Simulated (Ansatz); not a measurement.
## Mg2CdN2 in Ansatz: convergence with k mesh

Mg2CdN2:

```
Cd Mg N
1.0
     3.55288    0.00000    0.00000
    -1.77644    3.07689    0.00000
     0.00000    0.00000    5.98383
Cd Mg N
1 2 2
Cartesian
  0.0374 0.0112 3.0051
  0.0022 2.0392 5.1079
  1.7777 1.0351 0.8786
  -0.0039 2.0779 1.4075
  1.8112 1.0176 4.5950
```

The cell comes from a database or a generator and needn't be the stable form of this composition.

The cell isn't the ideal one: atoms moved at random, drawn with an rms of 0.05 Å.

- Program: Ansatz 0.2.0
- Task: convergence study
- Functional: PBE
- Potentials or basis: Ansatz NC
- Cutoff: 1240 eV (not typed: the program's choice for these potentials)
- k mesh: 3 × 3 × 2
- Occupations: methfessel-paxton, width 0.05 eV
- Spin: no spin polarisation

These are the settings of the first run; the series varies k mesh, with any setting tied to it.

Hardware: 2 threads of Arm Neoverse V2, with other jobs on the host.

Question: The values tried are 3 × 3 × 2, 4 × 4 × 2, 5 × 5 × 3, 6 × 6 × 4, 8 × 8 × 4, 10 × 10 × 5, 12 × 12 × 6, 14 × 14 × 8, loosest first. From which on does the energy stay within 1 meV/atom of the tightest run that finished?

Answer: From 8 × 8 × 4 on.

| k mesh | energy less the tightest run, at zero smearing (meV/atom) | pressure (GPa) | largest force (eV/Å) | gap on the mesh (eV) | SCF cycles | CPU time (s) | peak memory (GiB) |
| --- | --- | --- | --- | --- | --- | --- | --- |
| 3 × 3 × 2 | 38.80 | -1.11 | 0.658 | 0.338 | 9 | 6.8 | 0.39 |
| 4 × 4 × 2 | 9.78 | -0.93 | 0.638 | 0.368 | 10 | 12 | 0.43 |
| 5 × 5 × 3 | 3.40 | -0.81 | 0.635 | 0.380 | 10 | 25 | 0.5 |
| 6 × 6 × 4 | 1.02 | -0.75 | 0.635 | 0.377 | 10 | 47 | 0.67 |
| 8 × 8 × 4 | 0.31 | -0.72 | 0.634 | 0.342 | 10 | 82 | 0.9 |
| 10 × 10 × 5 | 0.09 | -0.71 | 0.634 | 0.340 | 10 | 160 | 1.4 |
| 12 × 12 × 6 | 0.03 | -0.71 | 0.634 | 0.347 | 10 | 270 | 2.1 |
| 14 × 14 × 8 | 0.00 | -0.70 | 0.634 | 0.342 | 10 | 490 | 3.6 |

Against the tightest run, the pressure stays within 0.1 GPa from 6 × 6 × 4 on; the largest force stays within 0.005 eV/Å from 4 × 4 × 2 on; the gap on the mesh stays within 0.01 eV from 8 × 8 × 4 on. Meshes of other sizes hit other points, so gaps and Fermi surfaces needn't settle smoothly. The tightest run that finished is the yardstick and may itself not be fully converged.
